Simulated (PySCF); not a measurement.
# C4H6FGaO2: spin-spin couplings

What spin-spin couplings should C4H6FGaO2 (`FCC1=CC=[O+][GaH2-][O]1`) show?

The runs use PySCF 2.14.0, with density-fitted response routines of our own; the level of theory stands in each step. All values are computed, except where a source is named. Atoms count from 0, in the outputs and in this text.

## 1. Starting geometry

14 atoms, charge 0, multiplicity 1; geometry from: GFN2-xTB.

Bonds of the start (Å): F0–C1 1.36, C1–C2 1.51, C2–C3 1.39, C3–C4 1.39, C4–O5 1.27, O5–Ga6 1.94, Ga6–O7 1.94, O7–C2 1.27, C1–H8 1.10, C1–H9 1.10, C3–H10 1.08, C4–H11 1.10, Ga6–H12 1.54, Ga6–H13 1.53.

## 2. Indirect couplings: B3LYP/pcSseg-1+pcJ-1

What the job is given:

```
{"job": {"kind": "j", "xc": "B3LYP", "basis": "pcJ-1"}, "charge": 0, "multiplicity": 1}
F      2.988520     0.190116     0.134176
C      2.016625    -0.692548     0.506240
C      0.624444    -0.212654     0.152691
C      0.450182     1.015707    -0.474959
C     -0.812638     1.484694    -0.807126
O     -1.913139     0.898046    -0.592236
Ga    -2.226664    -0.827410     0.235607
O     -0.313583    -1.012168     0.475232
H      2.094798    -0.836180     1.590714
H      2.221848    -1.643950     0.001304
H      1.315052     1.612535    -0.709523
H     -0.877845     2.461648    -1.305126
H     -2.690502    -1.821106    -0.838575
H     -2.877777    -0.617204     1.609415
```

Method: B3LYP/pcJ-1 Ga:pcSseg-1 indirect spin-spin coupling, non-relativistic, gas phase.

Run with:

```bash
$ OMP_NUM_THREADS=1 python probes_run.py task.json out
```

One launch serves the whole session: the jobs run in the order shown.

The log of the run:

```text
coarse grid: 58632 points
cycle   1  E = -2330.8122869116  dE =  7.043e-01  |g| = 1.473e+00  |ddm| = 3.455e+00
cycle   2  E = -2330.1374498400  dE =  6.748e-01  |g| = 2.452e+00  |ddm| = 2.429e+00
cycle   3  E = -2331.0321263948  dE = -8.947e-01  |g| = 4.884e-01  |ddm| = 1.954e+00
cycle   4  E = -2331.0748872761  dE = -4.276e-02  |g| = 1.112e-01  |ddm| = 4.167e-01
cycle   5  E = -2331.0763562238  dE = -1.469e-03  |g| = 3.452e-02  |ddm| = 7.734e-02
cycle   6  E = -2331.0765331012  dE = -1.769e-04  |g| = 1.670e-02  |ddm| = 3.466e-02
cycle   7  E = -2331.0765808589  dE = -4.776e-05  |g| = 4.733e-03  |ddm| = 1.397e-02
cycle   8  E = -2331.0765847047  dE = -3.846e-06  |g| = 1.025e-03  |ddm| = 3.794e-03
final grid: 124376 points
cycle   9  E = -2331.0765463548  dE =  2.606e-07  |g| = 1.671e-03  |ddm| = 2.823e-03
cycle  10  E = -2331.0765448145  dE =  1.540e-06  |g| = 3.272e-03  |ddm| = 3.755e-03
cycle  11  E = -2331.0765468169  dE = -2.002e-06  |g| = 4.249e-04  |ddm| = 2.641e-03
cycle  12  E = -2331.0765468487  dE = -3.186e-08  |g| = 4.551e-05  |ddm| = 3.149e-04
cycle  13  E = -2331.0765468491  dE = -3.402e-10  |g| = 1.033e-05  |ddm| = 3.318e-05
converged SCF energy = -2331.0765468491

Indirect spin-spin couplings (Hz)
  i      j    bonds     total        FC       PSO       DSO        SD
  0 F    1 C    1   -238.438  -284.584    24.216     0.755    21.175
  0 F    2 C    2     14.904    18.390    -4.337     0.161     0.690
  0 F    3 C    3      9.629    10.637    -1.127     0.198    -0.079
  0 F    4 C    4      3.609     3.492     0.205    -0.110     0.023
  0 F    5 O    5     -0.160     0.116    -0.484     0.098     0.110
  0 F    7 O    3      2.547    -0.539     3.483     0.135    -0.532
  0 F    8 H    2     53.913    48.326    10.154    -1.122    -3.445
  0 F    9 H    2     54.039    48.474    10.139    -1.119    -3.456
  0 F   10 H    4      7.260     8.075    -2.511     1.677     0.019
  0 F   12 H    5      0.198     0.454     0.667    -0.944     0.020
  0 F   13 H    5      0.179     0.436     0.668    -0.946     0.021
  1 C    2 C    1     52.394    54.125    -2.083     0.353         -
  1 C    3 C    2      6.850     6.973    -0.161     0.039         -
  1 C    4 C    3      2.461     2.271     0.232    -0.042         -
  1 C    7 O    2    -12.064   -13.185     1.159    -0.039         -
  1 C    8 H    1    157.896   157.201    -0.424     1.119         -
  1 C    9 H    1    158.046   157.353    -0.427     1.120         -
  1 C   10 H    3      1.190     1.214    -0.105     0.081         -
  1 C   11 H    4      1.906     1.870     0.299    -0.263         -
  1 C   12 H    4      0.336     0.450     0.122    -0.235         -
  1 C   13 H    4      0.328     0.440     0.120    -0.233         -
  2 C    3 C    1     69.193    75.453    -6.624     0.365         -
  2 C    4 C    2     -0.189    -1.211     0.956     0.066         -
  2 C    5 O    3     -2.354    -1.547    -0.783    -0.024         -
  2 C    7 O    1     28.116    14.961    13.347    -0.193         -
  2 C    8 H    2     -3.110    -3.168    -0.128     0.186         -
  2 C    9 H    2     -3.124    -3.179    -0.129     0.184         -
  2 C   10 H    2      3.981     5.203    -1.235     0.013         -
  2 C   11 H    3      7.219     7.044     0.515    -0.340         -
  2 C   12 H    3      0.220     0.541     0.125    -0.445         -
  2 C   13 H    3      0.235     0.554     0.126    -0.445         -
  3 C    4 C    1     66.703    72.890    -6.503     0.316         -
  3 C    5 O    2      4.530     1.400     3.132    -0.003         -
  3 C    7 O    2      3.743     0.954     2.799    -0.011         -
  3 C    8 H    3      0.966     0.925     0.269    -0.229         -
  3 C    9 H    3      1.023     0.984     0.273    -0.234         -
  3 C   10 H    1    176.023   174.373     0.492     1.159         -
  3 C   11 H    2     15.300    16.125    -0.667    -0.158         -
  4 C    5 O    1     28.314    14.148    14.324    -0.158         -
  4 C    7 O    3     -2.105    -1.315    -0.771    -0.019         -
  4 C    8 H    4     -0.161    -0.158     0.230    -0.233         -
  4 C    9 H    4     -0.151    -0.148     0.232    -0.236         -
  4 C   10 H    2      6.123     7.284    -1.051    -0.110         -
  4 C   11 H    1    183.737   183.453    -0.849     1.132         -
  4 C   12 H    3      0.218     0.549     0.168    -0.499         -
  4 C   13 H    3      0.250     0.588     0.170    -0.507         -
  5 O    8 H    5     -0.541    -0.578    -0.088     0.125         -
  5 O    9 H    5     -0.541    -0.579    -0.089     0.127         -
  5 O   10 H    3     -2.127    -3.012     0.651     0.234         -
  5 O   11 H    2    -15.002   -16.706     1.579     0.126         -
  5 O   12 H    2    -11.573   -11.913     0.095     0.244         -
  5 O   13 H    2    -11.616   -11.960     0.098     0.247         -
  7 O    8 H    3     -0.492    -0.515     0.127    -0.104         -
  7 O    9 H    3     -0.509    -0.533     0.131    -0.107         -
  7 O   10 H    3     -1.675    -2.501     0.593     0.232         -
  7 O   11 H    4      0.217     0.326    -0.317     0.208         -
  7 O   12 H    2    -12.195   -12.530     0.106     0.229         -
  7 O   13 H    2    -12.222   -12.556     0.107     0.227         -
  8 H    9 H    2    -18.539   -18.729     2.082    -1.892         -
  8 H   10 H    4     -0.576    -0.543     1.089    -1.122         -
  8 H   11 H    5     -0.236    -0.188     1.106    -1.154         -
  8 H   12 H    5     -0.585    -0.019     0.655    -1.221         -
  8 H   13 H    5     -0.274    -0.086     0.148    -0.336         -
  9 H   10 H    4     -0.580    -0.546     1.101    -1.135         -
  9 H   11 H    5     -0.234    -0.185     1.110    -1.158         -
  9 H   12 H    5     -0.289    -0.093     0.155    -0.351         -
  9 H   13 H    5     -0.568    -0.011     0.648    -1.205         -
 10 H   11 H    3      5.084     5.098    -0.169     0.155         -
 10 H   12 H    5     -0.720    -0.124     0.986    -1.582         -
 10 H   13 H    5     -0.724    -0.121     0.990    -1.593         -
 12 H   13 H    2     55.299    60.545     1.365    -6.612         -
```

Run time: 2.9 min. Hardware: 1 thread of Arm Neoverse N1, shared host; peak memory 1.3 GiB.

Couplings of 1 Hz or more, nine at most for each number of bonds, with means over like pairs (isotopes 13C, 19F, 1H, 17O):

```tsv
pair	bonds	J (Hz)	Fermi contact (Hz)	dihedral (°)
F0–C1	1	-238.4	-284.6	–
C4–H11	1	183.7	183.5	–
C3–H10	1	176.0	174.4	–
C1–H8	1	158.0	157.3	–
C2–C3	1	69.2	75.5	–
C3–C4	1	66.7	72.9	–
C1–C2	1	52.4	54.1	–
C4–O5	1	28.3	14.1	–
C2–O7	1	28.1	15.0	–
H12–H13	2	55.3	60.5	–
F0–H8	2	54.0	48.4	–
H8–H9	2	-18.5	-18.7	–
C3–H11	2	15.3	16.1	–
O5–H11	2	-15.0	-16.7	–
F0–C2	2	14.9	18.4	–
O7–H12	2	-12.2	-12.5	–
C1–O7	2	-12.1	-13.2	–
O5–H12	2	-11.6	-11.9	–
F0–C3	3	9.6	10.6	0
C2–H11	3	7.2	7.0	-180
H10–H11	3	5.1	5.1	0
F0–O7	3	2.5	-0.5	180
C1–C4	3	2.5	2.3	-180
C2–O5	3	-2.4	-1.5	–
O5–H10	3	-2.1	-3.0	-180
C4–O7	3	-2.1	-1.3	–
O7–H10	3	-1.7	-2.5	-180
F0–H10	4	7.3	8.1	–
F0–C4	4	3.6	3.5	–
C1–H11	4	1.9	1.9	–
```

The spin-dipole term was solved for some atoms only; pairs without it lack that part.

The response was solved for the nuclei of C, F, H alone, so couplings that need other nuclei can be missing.

Quadrupole couplings from the field gradients of the same density:

```tsv
atom	isotope	eQq/h (MHz)	η
Ga6	69Ga	-100.0	0.83
O5	17O	8.061	0.75
O7	17O	7.613	0.99
```

## 3. Summary of results

| quantity | value |
| --- | --- |
| largest coupling of the table (B3LYP/pcSseg-1+pcJ-1) | 1J(F,C) F0–C1, -238.4 Hz |

In the run at B3LYP/pcSseg-1+pcJ-1, the largest coupling of the table is F0–C1, -238.4 Hz, of which the Fermi-contact term gives -284.6 Hz. Couplings across rotatable bonds belong to this one conformer; where others are populated, the observed values are averages. Spin-orbit coupling is left out, which matters for shieldings and couplings at and beside the heavy atoms.
